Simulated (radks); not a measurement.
**Co³⁺ in [Ne] 3s2 3p4 3d6 4d2: an all-electron calculation**

The task here is to estimate one member of a computed series from the others.

Program: radks (a radial shooting solver on a logarithmic mesh, Libxc functionals) version 1. Level of theory: non-relativistic Kohn-Sham, revPBE, spin-polarised, spherical densities, point nucleus; open shells are filled with parallel spins first. These are calculated values, not measurements, unless marked.

## What is computed

* element: cobalt (Z = 27)
* charge: +3
* electrons: 24
* configuration: [Ne] 3s2 3p4 3d6 4d2

Outer shells as boxes (Hund's rule):

Co³⁺
```
[Ne] core
3s [↑↓]
3p [↑↓][↑ ][↑ ]
3d [↑↓][↑ ][↑ ][↑ ][↑ ]
4d [↑ ][↑ ][  ][  ][  ]
```

Set-up of the first run:

The run's settings:

```text
Z 27
configuration [Ne] 3s2 3p4 3d6 4d2 4s0 4p0
relativity non-relativistic
functional pbe_r,pbe
spin polarised
nucleus point
```

Command:

```console
python run_ks.py task.json out
```

This one command runs every case of the session in turn.

One of the session's tables, all rows but one given; the rest of the session is left out.

It belongs to the step «Orbitals and density». From the orbitals of this run (lengths in bohr):

| level | <r> | outermost maximum (interpolated) | 90 % within | nodes |
| --- | --- | --- | --- | --- |
| 1s up | 0.05690 | 0.0375 | 0.101 | 0 |
| 1s down | 0.05689 | 0.0375 | 0.101 | 0 |
| 2s up | 0.2587 | 0.216 | 0.400 | 1 |
| 2s down | 0.2580 | 0.216 | 0.399 | 1 |
| 2p up | 0.2261 | 0.173 | 0.370 | 0 |
| 2p down | 0.2255 | 0.173 | 0.369 | 0 |
| 3s up | 0.7569 | 0.668 | 1.12 | 2 |
| 3s down | 0.7644 | 0.670 | 1.14 | 2 |
| 3p up | 0.7769 | 0.668 | 1.18 | 1 |
| 3p down | 0.7883 | 0.672 | 1.20 | 1 |
| 3d up | 0.8246 | 0.624 | 1.34 | 0 |
| 3d down | 0.8556 | 0.633 | 1.41 | 0 |
| 4s up | ? | ? | ? | ? |
| 4s down | 2.014 | 1.84 | 2.89 | 3 |
| 4p up | 2.232 | 2.02 | 3.24 | 2 |
| 4p down | 2.226 | 2.04 | 3.21 | 2 |
| 4d up | 2.821 | 2.57 | 4.13 | 1 |

Estimate the missing values for 4s up.

**Answer.** <r>: 2.003; outermost maximum (interpolated): 1.80; 90 % within: 2.90; nodes: 3. In the column «<r>» it lies between 3d down (0.8556) and 4s down (2.014).
